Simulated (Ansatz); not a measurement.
This script drives Ansatz's Python interface.

`h4inssi.py`:
```python
"""Vibrations of H4INSSi."""

import itertools
import warnings

import ansatz
from ase import Atoms
from ase.data import atomic_numbers, covalent_radii
from ase.thermochemistry import IdealGasThermo
import numpy as np


def main() -> None:
    warnings.simplefilter("ignore", ansatz.DeckWarning)

    mol = (
        ansatz.Crystal.molecule()
        .atom("N", (0.0028, 1.3768, 0.3688))
        .atom("Si", (0.3402, -0.1365, -0.1822))
        .atom("S", (-0.283, -1.4516, 1.3551))
        .atom("I", (-0.9056, -0.5402, -2.1771))
        .atom("H", (-0.0654, 2.0491, -0.4538))
        .atom("H", (-0.9903, 1.4216, 0.7323))
        .atom("H", (1.8177, -0.2109, -0.455))
        .atom("H", (0.1757, -2.5656, 0.7562))
    )

    base = (
        mol.calculation()
        .basis(gaussian="def2-SVP")
        .functional("CAM-B3LYP")
    )
    symbols = [site.symbol for site in mol.cartesian_sites]
    start = np.array([site.position_ang for site in mol.cartesian_sites], dtype=float)
    report = base.relax(force_tolerance=0.003).run().report
    end = np.array(report["positions_ang"])

    # pairs closer than 1.2 times the sum of covalent radii, before or after
    radius = [covalent_radii[atomic_numbers[s]] for s in symbols]
    span = lambda where, i, j: np.linalg.norm(where[i] - where[j])
    bonded = [(i, j) for i, j in itertools.combinations(range(len(symbols)), 2) if min(span(start, i, j), span(end, i, j)) < 1.2 * (radius[i] + radius[j])]
    print("pair        before    after (A)")
    for i, j in bonded:
        print(f"{symbols[i]}{i}-{symbols[j]}{j}".ljust(10), f"{span(start, i, j):8.4f} {span(end, i, j):8.4f}")
    for first, second in list(itertools.combinations(bonded, 2)):
        shared = set(first) & set(second)
        if shared and symbols[(j := shared.pop())] != "H":
            i, k = sorted((set(first) | set(second)) - {j})
            u, v = end[i] - end[j], end[k] - end[j]
            angle = np.degrees(np.arccos(np.clip(u @ v / np.linalg.norm(u) / np.linalg.norm(v), -1, 1)))
            print(f"final angle {symbols[i]}{i}-{symbols[j]}{j}-{symbols[k]}{k}: {angle:.2f} deg")

    # frequencies need a stationary point, so they are taken at the relaxed geometry
    minimum = ansatz.Crystal.molecule()
    for symbol, place in zip(symbols, end):
        minimum = minimum.atom(symbol, place.tolist())
    vibrating = (
        minimum.calculation()
        .basis(gaussian="def2-SVP")
        .functional("CAM-B3LYP")
        .phonons(temperatures=(298.15, 498.15, 100))
    )
    vib = vibrating.run().report["vibrations"]
    sums = vib["harmonic_sums"]
    modes = [m["omega_inv_cm"] for m in sums["modes_at_gamma"] if m["rigid_motion"] == "no"]
    for number, w in enumerate(modes, start=1):
        print(f"mode {number:2d} {w:9.1f} 1/cm {w / 8065.544 * 1000:8.2f} meV")
    print("imaginary modes:", sum(w < 0 for w in modes), " zero-point energy:", round(sums["zero_point_energy_ev"], 4), "eV")
    # rigid rotor and ideal gas, symmetry number taken as one
    gas = IdealGasThermo(vib_energies=[w / 8065.544 for w in modes if w > 0], geometry="linear" if len(modes) == 3 * len(symbols) - 5 else "nonlinear",
                         atoms=Atoms(symbols, positions=end), symmetrynumber=1, spin=0.0)
    print(f"H(298 K) - E = {gas.get_enthalpy(298.15, verbose=False):.4f} eV")
    print(f"S(298 K, 1 bar) = {96485.33 * gas.get_entropy(298.15, 1e5, verbose=False):.1f} J/(mol K) with symmetry number 1")


if __name__ == "__main__":
    main()
```

It is started by `python h4inssi.py`. How long does it take on 1 thread of Arm Neoverse V2 (shared host), and how much memory does it need?

It took about 3.8 min, with a peak of 0.4 GiB, for 2 runs of the engine.

```console
$ python h4inssi.py
pair        before    after (A)
N0-Si1       1.6455   1.7042
N0-H4        1.0646   1.0145
N0-H5        1.0585   1.0147
Si1-S2       2.1169   2.1362
Si1-I3       2.3863   2.4905
Si1-H6       1.5043   1.4790
S2-H7        1.3454   1.3480
final angle Si1-N0-H4: 120.82 deg
final angle Si1-N0-H5: 121.42 deg
final angle N0-Si1-S2: 105.69 deg
final angle N0-Si1-I3: 115.85 deg
final angle N0-Si1-H6: 107.75 deg
final angle H4-N0-H5: 112.28 deg
final angle S2-Si1-I3: 108.36 deg
final angle S2-Si1-H6: 115.41 deg
final angle Si1-S2-H7: 95.70 deg
final angle I3-Si1-H6: 104.15 deg
mode  1     131.4 1/cm    16.29 meV
mode  2     172.0 1/cm    21.32 meV
mode  3     208.7 1/cm    25.87 meV
mode  4     224.2 1/cm    27.80 meV
mode  5     320.2 1/cm    39.70 meV
mode  6     337.4 1/cm    41.83 meV
mode  7     431.1 1/cm    53.45 meV
mode  8     532.0 1/cm    65.96 meV
mode  9     707.7 1/cm    87.74 meV
mode 10     763.3 1/cm    94.64 meV
mode 11     821.9 1/cm   101.91 meV
mode 12     901.3 1/cm   111.75 meV
mode 13     919.6 1/cm   114.02 meV
mode 14    1538.0 1/cm   190.68 meV
mode 15    2290.8 1/cm   284.02 meV
mode 16    2730.3 1/cm   338.52 meV
mode 17    3598.6 1/cm   446.17 meV
mode 18    3696.3 1/cm   458.28 meV
imaginary modes: 0  zero-point energy: 1.26 eV
H(298 K) - E = 1.4712 eV
S(298 K, 1 bar) = 355.8 J/(mol K) with symmetry number 1
```

Notes:
- The frequencies are harmonic and unscaled, in a modest basis. The result belongs to the one conformer reached from this start, and soft torsions count as harmonic oscillators.
- def2 sets replace the cores of elements past krypton by effective core potentials.
- The entropy takes a symmetry number of 1; a symmetric molecule's is lower by R ln(sigma).

(A comment or docstring line of the script was reworded after the run, the code is as it ran; lines on the test bed's own set-up are left out of the output.)
